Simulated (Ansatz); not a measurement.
Predict the output of the script below (the Ansatz DFT code, driven from Python).

The script, `scan.py`:
```python
import ansatz as az
import numpy as np

geometry_ang = [
    ("F", (-0.5667, -0.2103, 1.2879)),
    ("C", (-0.0521, 0.1064, 0.0731)),
    ("Br", (1.7453, -0.5359, 0.0305)),
    ("Br", (-1.0607, -0.6194, -1.3537)),
    ("H", (-0.0159, 1.1856, -0.0792)),
]
chbr2f = az.Crystal.molecule()
for symbol, xyz in geometry_ang:
    chbr2f = chbr2f.atom(symbol, xyz)

symbols = [site.symbol for site in chbr2f.cartesian_sites]
start = np.array([site.position_ang for site in chbr2f.cartesian_sites])
axis = (start[0] - start[1]) / np.linalg.norm(start[0] - start[1])
moving = [0]
lengths, energies = [1.194, 1.248, 1.303, 1.357, 1.411, 1.465, 1.52, 1.601], []
for length in lengths:
    xyz = start.copy()
    xyz[moving] += (length - np.linalg.norm(start[0] - start[1])) * axis
    point = az.Crystal.molecule()
    for symbol, place in zip(symbols, xyz):
        point = point.atom(symbol, place.tolist())
    calculation = (
        point.calculation()
        .basis(gaussian="def2-SVP")
        .functional("hf")
    )
    r = calculation.run(threads=1, backend="cpu").report
    energies.append(r["free_energy_ev"])
    print(f"r = {length:6.3f} A  E = {energies[-1]:.5f} eV  <S^2> = {abs(r['mean_field']['state']['spin_squared']):.3f}")

fit = np.polynomial.Polynomial.fit(lengths, np.array(energies) - min(energies), 4).convert()
roots = [r.real for r in fit.deriv().roots() if abs(r.imag) < 1e-9 and fit.deriv(2)(r.real) > 0]
r_e = min(roots, key=lambda r: abs(r - lengths[int(np.argmin(energies))]))
print(f"minimum of the fit at {r_e:.4f} A, force constant {fit.deriv(2)(r_e):.2f} eV/A^2")
```

```console
$ python scan.py
r =  1.194 A  E = -143728.64670 eV  <S^2> = 0.000
r =  1.248 A  E = -143728.99877 eV  <S^2> = 0.000
r =  1.303 A  E = -143729.13766 eV  <S^2> = 0.000
r =  1.357 A  E = -143729.11760 eV  <S^2> = 0.000
r =  1.411 A  E = -143728.98624 eV  <S^2> = 0.000
r =  1.465 A  E = -143728.77602 eV  <S^2> = 0.000
r =  1.520 A  E = -143728.50599 eV  <S^2> = 0.000
r =  1.601 A  E = -143728.04463 eV  <S^2> = 0.000
minimum of the fit at 1.3213 A, force constant 47.92 eV/A^2
```

Reading the output:
- Total energies depend on the basis set; only differences at equal settings carry meaning.
- The rest of the molecule is held rigid at a force-field or estimated start geometry, and the basis set is modest; single-reference methods fail as a bond breaks.
- Hartree-Fock leaves correlation out, so bond, atomisation and ionisation energies come out well too low.
- The orbitals are restricted, so S² is zero by construction.
- Timing: 13 s on 1 thread of Arm Neoverse V1, with other jobs on the host, peak memory 0.27 GiB.
